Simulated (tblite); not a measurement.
# C6H11NSi: the cost of one run

Computed with tblite 0.8.0 and PySCF 2.14.0, with density-fitted response routines of our own, on a single molecule in the gas phase. Atoms count from 0, in the outputs and in this text.

### Step 1. Starting geometry

19 atoms, charge 0, multiplicity 1; geometry from: force field or distance geometry start.

Bonds of the start (Å): C0–C1 1.53, C1–Si2 1.84, Si2–C3 1.89, C3–C4 1.50, C4–C5 1.46, C5–N6 1.15, C4–C7 1.52, C7–Si2 1.86, C0–H8 1.11, C0–H9 1.11, C0–H10 1.09, C1–H11 1.11, C1–H12 1.11, Si2–H13 1.44, C3–H14 1.12, C3–H15 1.11, C4–H16 1.11, C7–H17 1.12, C7–H18 1.10.

### Step 2. Relaxing the molecule with GFN2-xTB

What the job is given:

```
{"job": {"kind": "relax", "xc": "GFN2-xTB", "basis": "xTB"}, "charge": 0, "multiplicity": 1}
C      2.191900     0.714300    -0.396200
C      1.410700    -0.433900    -1.047000
Si     0.293500    -1.203700     0.192400
C     -0.498700     0.122800     1.273400
C     -1.282700     0.485100     0.047900
C     -2.480600     1.280200     0.275700
N     -3.433900     1.904100     0.452800
C     -1.531100    -1.007500    -0.097600
H      1.507200     1.493800    -0.010400
H      2.791700     1.212100    -1.179900
H      2.850800     0.375300     0.404700
H      0.886200    -0.079600    -1.956900
H      2.173600    -1.182200    -1.340800
H      0.723000    -2.395400     0.872700
H     -1.120300    -0.310500     2.100500
H      0.217100     0.901200     1.608500
H     -0.684200     0.887300    -0.791800
H     -1.856700    -1.334600    -1.113400
H     -2.167200    -1.419600     0.697800
```

Launch:

```
$ OMP_NUM_THREADS=1 python probes_run.py task.json out
```

The driver reads the jobs from task.json and runs them one after another.

**Question.** How long does this first job take on 1 thread of Arm Neoverse V1, shared host?

About 1.6 s.
